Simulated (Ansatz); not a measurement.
# AgH₆NSi₂: up Jacob's ladder to CCSD(T)

An exercise on one series of results from a longer session: the logs are not shown, and one member is left open.

Method: functionals in def2-TZVPP, the program's frozen cores in correlated methods; program: Ansatz 0.2.0, Gaussian basis.

Plan: LDA (SPW92), PBE-D4, revPBE-D4, BLYP-D4, r2SCAN-D4, B97M-V, PBE0-D4, B3LYP-D4, r2SCANh-D4, r2SCAN0-D4, HSE06-D4, BHLYP-D4, CAM-B3LYP-D4, LC-ωPBE, ωB97X-V, ωB97M-V, B2PLYP, PBE-QIDH; CCSD(T)/def2-SVP; CCSD(T)/def2-TZVPP; MP2/def2-QZVPP; extrapolation to the limit; RPA on PBE.

## Structure used throughout

An earlier PBE0-D4 in a triple-zeta def2 set relaxation fixed the geometry. Ag takes the def2 core potential; no spin-orbit term is included.

SMILES `[SiH3][N]([SiH3])[Ag]`, 10 atoms, charge 0, spin multiplicity 1.

Atoms are counted from 1 here; the program's logs count them from 0.

Bond lengths: Si1–N2 1.704 Å, Si1–H5 1.494 Å, Si1–H6 1.496 Å, Si1–H7 1.493 Å, N2–Si3 1.704 Å, N2–Ag4 2.055 Å, Si3–H8 1.494 Å, Si3–H9 1.493 Å, Si3–H10 1.496 Å. Angles: N2–Si1–H5 111.6°, N2–Si1–H6 113.7°, N2–Si1–H7 110.2°, H5–Si1–H6 105.4°, H5–Si1–H7 108.3°, H6–Si1–H7 107.4°, Si1–N2–Si3 128.8°, Si1–N2–Ag4 115.3°, Si3–N2–Ag4 115.3°, N2–Si3–H8 111.6°, N2–Si3–H9 110.2°, N2–Si3–H10 113.7°, H8–Si3–H9 108.3°, H8–Si3–H10 105.4°, H9–Si3–H10 107.4°.

Set-up of the first run:

Input file in.yaml:

```yaml
crystal:
  periodic: [false, false, false]
  atoms:
    - {symbol: Si, position_ang: [-0.148301, 1.297400, -0.827115]}
    - {symbol: N, position_ang: [-0.462439, -0.219649, -0.116834]}
    - {symbol: Si, position_ang: [0.560346, -1.175950, 0.854770]}
    - {symbol: Ag, position_ang: [-2.417735, -0.843943, -0.211056]}
    - {symbol: H, position_ang: [-0.649068, 1.360070, -2.233585]}
    - {symbol: H, position_ang: [-0.805052, 2.439766, -0.119078]}
    - {symbol: H, position_ang: [1.320338, 1.564955, -0.840861]}
    - {symbol: H, position_ang: [0.490715, -2.618723, 0.472123]}
    - {symbol: H, position_ang: [1.975636, -0.722234, 0.714152]}
    - {symbol: H, position_ang: [0.218759, -1.132893, 2.310486]}
basis:
  gaussian: {orbitals: def2-TZVPP}
hamiltonian: {xc: lda}
output: {orbitals: {seedname: orbitals}}
```

Launch:

```sh
$ ansatz run in.yaml --threads 4 --pin off --events-out ev --progress --plain --max-ram 10444MiB
```

Steps of the session up to this table: LDA; PBE-D4 (GGA); revPBE-D4 (GGA); BLYP-D4 (GGA); r2SCAN-D4 (meta-GGA); B97M-V (meta-GGA); PBE0-D4 (hybrid); B3LYP-D4 (hybrid); r2SCANh-D4 (hybrid); r2SCAN0-D4 (hybrid); HSE06-D4 (hybrid); BHLYP-D4 (hybrid); CAM-B3LYP-D4 (range-separated); LC-ωPBE (range-separated); ωB97X-V (range-separated); ωB97M-V (range-separated); B2PLYP (double hybrid); PBE-QIDH (double hybrid).

One table of the session follows, with a row left open; its other results are not shown here.

It belongs to the step «Frontier levels by functional». 

```
  functional  HOMO (eV)  LUMO (eV)  gap (eV)
 LDA (SPW92)      -5.61      -4.19      1.42
      PBE-D4      -5.46      -3.94      1.52
   revPBE-D4      -5.39      -3.83      1.57
     BLYP-D4      -5.38      -3.96      1.42
   r2SCAN-D4      -5.65      -3.68      1.97
      B97M-V      -5.81      -3.92      1.90
     PBE0-D4      -6.58      -3.06      3.52
    B3LYP-D4          ?          ?         ?
  r2SCANh-D4      -6.08      -3.36      2.72
  r2SCAN0-D4      -6.72      -2.90      3.83
    HSE06-D4      -6.18      -3.42      2.76
    BHLYP-D4      -7.66      -2.36      5.30
CAM-B3LYP-D4      -7.89      -2.26      5.62
     LC-ωPBE      -9.10      -0.98      8.12
     ωB97X-V      -8.81      -1.15      7.66
     ωB97M-V      -8.75      -1.46      7.28
```

Estimate the missing values for B3LYP-D4.

Worked estimate for «HOMO (eV)». Against the share of exact exchange, BLYP-D4 (0, -5.38), BHLYP-D4 (0.5, -7.66) give a slope of -4.56 per unit share; at 0.2 the line stands at -6.29.

As computed: HOMO (eV): -6.43; LUMO (eV): -3.43; gap (eV): 3.00. In «HOMO (eV)» the line misses by +0.14.
